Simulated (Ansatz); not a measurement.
# CZr: the cost of one run

Method: def2-QZVPP, core rule «outside noble gas», up to 5 orbitals frozen; program: Ansatz 0.2.0, Gaussian basis.

The runs, in order: UHF; ROHF; CCSD(T) on UHF.

**1. What is computed**

The geometry is a PBE0/def2-TZVP stationary point (not a proven minimum) of the parent state, kept for this charge and spin. No spin-orbit coupling is included. Elements past krypton take def2 core potentials.

2 atoms, charge 0, spin multiplicity 3.

Atoms are counted from 1 here; the program's logs count them from 0.

Bond lengths: Zr1–C2 1.930 Å.

**2. UHF**

Contents of in.yaml:

```yaml
crystal:
  periodic: [false, false, false]
  atoms:
    - {symbol: Zr, position_ang: [0.000000, 0.000000, 0.000000]}
    - {symbol: C, position_ang: [0.000000, 0.000000, 1.929800]}
basis:
  gaussian: {orbitals: "def2-QZVPP.json"}
magnetization: {spin_polarized: true, initial_magnetization: 2}
hamiltonian: {xc: hf}
output: {orbitals: {seedname: orbitals}}
```

Run with:

```
$ ansatz run in.yaml --threads 1 --pin off --events-out ev --progress --plain --max-ram 4096MiB --backend cpu
```

**Question.** How long does this run take on 1 thread of AMD EPYC 7R13, shared host, and how much memory does it need?

About 35 s, with a peak of 0.29 GiB.
